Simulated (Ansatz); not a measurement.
# F2H4HfN2: how energies converge with the basis set

An exercise on one series of results from a longer session: the logs are not shown, and one member is left open.

Program: Ansatz 0.2.0, Gaussian basis. Level of theory: one geometry, several basis sets. These are calculated values, not measurements.

Plan: PBE0-D4/def2-SVP; ωB97M-V/def2-SVP; PBE0-D4/def2-QZVPP; ωB97M-V/def2-QZVPP; the functionals' def2-TZVPP values are taken from earlier runs.

## The geometry

An earlier PBE0-D4 in a triple-zeta def2 set relaxation fixed the geometry. Hf takes the def2 core potential; no spin-orbit term is included.

9 atoms, charge 0, spin multiplicity 1.

Atoms are counted from 1 here; the program's logs count them from 0.

Bond lengths: N1–Hf2 2.030 Å, N1–H6 1.009 Å, N1–H7 1.011 Å, Hf2–N3 2.025 Å, Hf2–F4 1.918 Å, Hf2–F5 1.918 Å, N3–H8 1.011 Å, N3–H9 1.011 Å. Angles: Hf2–N1–H6 125.6°, Hf2–N1–H7 125.6°, H6–N1–H7 108.8°, N1–Hf2–N3 106.4°, N1–Hf2–F4 109.0°, N1–Hf2–F5 109.1°, N3–Hf2–F4 110.6°, N3–Hf2–F5 110.5°, F4–Hf2–F5 111.0°, Hf2–N3–H8 125.6°, Hf2–N3–H9 125.6°, H8–N3–H9 108.5°.

Set-up of the first run:

File in.yaml:

```yaml
crystal:
  periodic: [false, false, false]
  atoms:
    - {symbol: N, position_ang: [-1.137830, 1.219255, -0.324693]}
    - {symbol: Hf, position_ang: [0.369370, -0.111322, -0.603226]}
    - {symbol: N, position_ang: [0.623794, -1.064775, 1.164843]}
    - {symbol: F, position_ang: [-0.138483, -1.353203, -1.974423]}
    - {symbol: F, position_ang: [1.963238, 0.838586, -1.090665]}
    - {symbol: H, position_ang: [-1.642649, 1.363162, 0.537435]}
    - {symbol: H, position_ang: [-1.506343, 1.846615, -1.026149]}
    - {symbol: H, position_ang: [0.185940, -1.935815, 1.431981]}
    - {symbol: H, position_ang: [1.282972, -0.802504, 1.884907]}
basis:
  gaussian: {orbitals: def2-SVP}
hamiltonian: {xc: pbe0, dispersion: d4}
output: {orbitals: {seedname: orbitals}}
```

Launch:

```
> ansatz run in.yaml --threads 2 --pin off --events-out ev --progress --plain --max-ram 32768MiB --backend cpu
```

Among the steps run: PBE0-D4 in def2-SVP; ωB97M-V in def2-SVP; PBE0-D4 in def2-QZVPP; ωB97M-V in def2-QZVPP.

One of the session's tables, all rows but one given; the rest of the session is left out.

It belongs to the step «Density functionals: the series». 

```
functional       basis  HOMO (eV)
   PBE0-D4    def2-SVP      -7.40
   PBE0-D4  def2-TZVPP      -7.54
   PBE0-D4  def2-QZVPP      -7.60
   ωB97M-V    def2-SVP      -9.78
   ωB97M-V  def2-TZVPP          ?
   ωB97M-V  def2-QZVPP      -9.99
```

Q: Estimate the row for ωB97M-V, def2-TZVPP from the others.

The run gave: HOMO (eV): -9.93. In the column «HOMO (eV)» it lies between ωB97M-V, def2-QZVPP (-9.99) and ωB97M-V, def2-SVP (-9.78).
